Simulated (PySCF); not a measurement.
# C2H6Cl2Te: the cost of one run

Computed with PySCF 2.14.0 and routines of our own; the level stands in each step. Atoms count from 0.

## Step 1: The starting structure

11 atoms, charge 0, multiplicity 1; geometry from: GFN2-xTB.

## Step 2: Geometry optimisation at PBE0-D3(BJ)/def2-SVP

The job: settings as JSON, then the geometry in Å.

```
{"job": {"xc": "PBE0", "basis": "def2-SVP", "d3": "d3bj", "grid": 1, "maxiter": 30, "shake": 0.01, "kind": "geom"}, "charge": 0, "multiplicity": 1}
C      1.550330    -0.397230     0.318540
Te     0.050660     1.162000     0.236750
C     -1.571330    -0.076410    -0.417130
Cl     0.631150     1.407640    -2.167220
Cl    -0.513780     0.510210     2.549370
H      1.150400    -1.167770     0.938240
H      2.439440     0.044650     0.750080
H      1.742560    -0.707920    -0.699460
H     -2.288550     0.563450    -0.872550
H     -1.987540    -0.572160     0.460580
H     -1.165220    -0.792300    -1.112860
```

On the command line:

```console
> OMP_NUM_THREADS=1 python heavy_run.py task.json out
```

This one command runs all jobs of the session in turn.

Q: Estimate the wall time and peak memory of this first job on 1 thread of Arm Neoverse V1, shared host.

About 36 s, with a peak of 0.53 GiB.
